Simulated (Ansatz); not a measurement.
**C7H6O2: how energies converge with the basis set**

One table from this session's results is given with a row withheld; the runs are named, their logs left out.

Program: Ansatz 0.2.0, Gaussian basis. Level of theory: one geometry, several basis sets. These are calculated values, not measurements.

Levels to be run: PBE0-D4/def2-SVP; ωB97M-V/def2-SVP; PBE0-D4/def2-QZVPP; ωB97M-V/def2-QZVPP; the functionals' def2-TZVPP values are taken from earlier runs.

**Structure used throughout**

All runs share one geometry, relaxed beforehand with PBE0-D4 in a triple-zeta def2 set.

SMILES `O=C(O)c1ccccc1`, 15 atoms, charge 0, spin multiplicity 1.

Atoms are counted from 1 here; the program's logs count them from 0.

Bond lengths: O1–C2 1.204 Å, C2–O3 1.345 Å, C2–C4 1.480 Å, O3–H10 0.967 Å, C4–C5 1.392 Å, C4–C9 1.392 Å, C5–C6 1.385 Å, C5–H11 1.082 Å, C6–C7 1.388 Å, C6–H12 1.084 Å, C7–C8 1.389 Å, C7–H13 1.084 Å, C8–C9 1.383 Å, C8–H14 1.084 Å, C9–H15 1.083 Å. Angles: O1–C2–O3 122.1°, O1–C2–C4 124.8°, O3–C2–C4 113.1°, C2–O3–H10 106.0°, C2–C4–C5 122.1°, C2–C4–C9 117.9°, C5–C4–C9 120.1°, C4–C5–C6 119.8°, C4–C5–H11 119.6°, C6–C5–H11 120.6°, C5–C6–C7 120.1°, C5–C6–H12 119.9°, C7–C6–H12 120.1°, C6–C7–C8 120.2°, C6–C7–H13 119.9°, C8–C7–H13 119.9°, C7–C8–C9 119.9°, C7–C8–H14 120.1° and more.

The first run:

Contents of in.yaml:

```yaml
crystal:
  periodic: [false, false, false]
  atoms:
    - {symbol: O, position_ang: [2.551025, -0.838918, 1.241975]}
    - {symbol: C, position_ang: [2.041903, -0.174799, 0.376581]}
    - {symbol: O, position_ang: [2.770914, 0.561806, -0.481008]}
    - {symbol: C, position_ang: [0.585214, -0.074082, 0.136293]}
    - {symbol: C, position_ang: [0.056881, 0.712068, -0.883505]}
    - {symbol: C, position_ang: [-1.314595, 0.771565, -1.066006]}
    - {symbol: C, position_ang: [-2.158325, 0.049315, -0.234150]}
    - {symbol: C, position_ang: [-1.632146, -0.735259, 0.783587]}
    - {symbol: C, position_ang: [-0.262934, -0.797491, 0.969219]}
    - {symbol: H, position_ang: [3.695198, 0.422086, -0.234427]}
    - {symbol: H, position_ang: [0.722639, 1.271904, -1.527358]}
    - {symbol: H, position_ang: [-1.727512, 1.383172, -1.859593]}
    - {symbol: H, position_ang: [-3.231583, 0.097938, -0.379525]}
    - {symbol: H, position_ang: [-2.292565, -1.298597, 1.432260]}
    - {symbol: H, position_ang: [0.173986, -1.401410, 1.755057]}
basis:
  gaussian: {orbitals: def2-SVP}
hamiltonian: {xc: pbe0, dispersion: d4}
output: {orbitals: {seedname: orbitals}}
```

Command:

```sh
$ ansatz run in.yaml --threads 2 --pin off --events-out ev --progress --plain --max-ram 32768MiB --backend cpu
```

Among the steps run: PBE0-D4 in def2-SVP; ωB97M-V in def2-SVP; PBE0-D4 in def2-QZVPP; ωB97M-V in def2-QZVPP.

One of the session's tables, all rows but one given; the rest of the session is left out.

It belongs to the step «Functionals by basis». 

| functional | basis | HOMO (eV) |
| --- | --- | --- |
| PBE0-D4 | def2-SVP | -7.62 |
| PBE0-D4 | def2-TZVPP | -7.66 |
| PBE0-D4 | def2-QZVPP | -7.68 |
| ωB97M-V | def2-SVP | -9.69 |
| ωB97M-V | def2-TZVPP | ? |
| ωB97M-V | def2-QZVPP | -9.76 |

Q: Estimate the row for ωB97M-V, def2-TZVPP from the others.

**Answer.** HOMO (eV): -9.74. In the column «HOMO (eV)» it lies between ωB97M-V, def2-QZVPP (-9.76) and ωB97M-V, def2-SVP (-9.69).
